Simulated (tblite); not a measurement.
# C4H10O2Si: the cost of one run

Computed with tblite 0.8.0 and PySCF 2.14.0, with density-fitted response routines of our own, on a single molecule in the gas phase. Atoms are numbered from 0 throughout.

### 1 The starting structure

17 atoms, charge 0, multiplicity 1; geometry from: force field or distance geometry start.

Bonds of the start (Å): C0–C1 1.53, C1–C2 1.51, C2–C3 1.54, C3–O4 1.43, O4–Si5 1.67, Si5–O6 1.68, O6–C2 1.44, C0–H7 1.10, C0–H8 1.09, C0–H9 1.08, C1–H10 1.10, C1–H11 1.11, C2–H12 1.09, C3–H13 1.11, C3–H14 1.09, Si5–H15 1.49, Si5–H16 1.48.

### 2 Optimising the geometry with GFN2-xTB

Job settings and geometry (Å):

```
{"job": {"kind": "relax", "xc": "GFN2-xTB", "basis": "xTB"}, "charge": 0, "multiplicity": 1}
C      2.363300     0.399900     0.177300
C      1.237300    -0.623000     0.031200
C     -0.063300     0.000700    -0.410900
C     -1.188100    -1.037900    -0.605700
O     -2.438300    -0.337000    -0.563900
Si    -2.231200     0.994200     0.427300
O     -0.553900     0.940500     0.569700
H      2.113700     1.162200     0.935600
H      2.540900     0.909100    -0.772400
H      3.281100    -0.086800     0.488400
H      1.548400    -1.399400    -0.676500
H      1.101600    -1.116500     1.016300
H      0.075900     0.557900    -1.342800
H     -1.189600    -1.788000     0.209900
H     -1.089500    -1.567400    -1.547800
H     -2.869500     0.765700     1.756100
H     -2.646000     2.237900    -0.256400
```

Started as:

```console
OMP_NUM_THREADS=1 python probes_run.py task.json out
```

One launch serves the whole session: the jobs run in the order shown.

**Question.** How long does this first job take on 1 thread of Intel Xeon at 2.50GHz, shared host, and how much memory does it need?

About 1.5 s, with a peak of 0.18 GiB.
